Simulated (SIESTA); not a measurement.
## Au: relaxation of the atoms with vdW-DF2

Au, a sheet with vacuum:

```
CELL_PARAMETERS angstrom
2.66227 0.00000 0.00000
0.00000 2.66170 0.00000
0.00000 0.00000 23.80000
ATOMIC_POSITIONS crystal
Au 0.00000 0.50000 0.29412
```

The cell was built by a generator and needn't be a form met in nature.

| Quantity | Value |
| --- | --- |
| Program | SIESTA 5.4.2 |
| Task | relaxation of the atoms |
| Functional | vdW-DF2 |
| Potentials or basis | PseudoDojo 0.4 standard (PBE files) |
| Basis | DZP (energy shift 0.003 Ry; two zetas on semicore shells) |
| Grid cutoff | 800 Ry |
| Energy shift | 0.003 Ry |
| k mesh | 10 × 10 × 1 |
| Occupations | fermi-dirac, width 0.05 eV |
| Spin | no spin polarisation |
| dipole correction | yes |
| optimiser | FIRE |
| force tolerance | 0.01 eV/Å |

```json
{
 "Band gap on the k mesh": "none (metal or under the smearing width)",
 "Work function": "5.81 eV"
}
```

Stress tensor (GPa, compression positive):
```
1.67 0.00 0.00
0.00 1.68 0.00
0.00 0.00 0.00
```

Final structure:
```yaml
crystal:
  lattice:
    - [2.66227, 0.00000, 0.00000]
    - [0.00000, 2.66170, 0.00000]
    - [0.00000, 0.00000, 23.80000]
  atoms:
    - { symbol: Au, position: [0.00000, 0.50000, 0.29412] }
```

Levels at points of the mesh, in eV from the Fermi level:
| k point | band 5 | band 6 | band 7 | band 8 | band 9 | band 10 | band 11 | band 12 | band 13 | band 14 |
| --- | --- | --- | --- | --- | --- | --- | --- | --- | --- | --- |
| (0.00, 0.00, 0.00) | -6.37 | -5.62 | -2.73 | -1.48 | -1.47 | -0.96 | 1.88 | 16.87 | 28.77 | 29.61 |
| (0.50, 0.00, 0.00) | -5.18 | -3.97 | -2.57 | -1.94 | -1.24 | 1.86 | 3.93 | 6.81 | 16.98 | 20.30 |
| (0.00, 0.50, 0.00) | -5.18 | -3.97 | -2.58 | -1.94 | -1.24 | 1.86 | 3.94 | 6.81 | 16.99 | 20.29 |
| (0.50, 0.50, 0.00) | -5.44 | -3.40 | -3.40 | -1.54 | 0.37 | 6.82 | 6.82 | 11.15 | 12.63 | 16.56 |

It took 99 s on 1 thread of Arm Neoverse V1, on a shared host, peak memory 0.57 GiB.

Caveat: the relaxation stopped at its first step, so nothing moved; short orbitals over semicore shells can move pressures by several GPa; the potentials were made for another functional, which shifts forces and pressure; the basis of atomic orbitals isn't converged, which shifts pressures, moduli and gaps. The run has no spin-orbit coupling, so splittings on Au are missing.
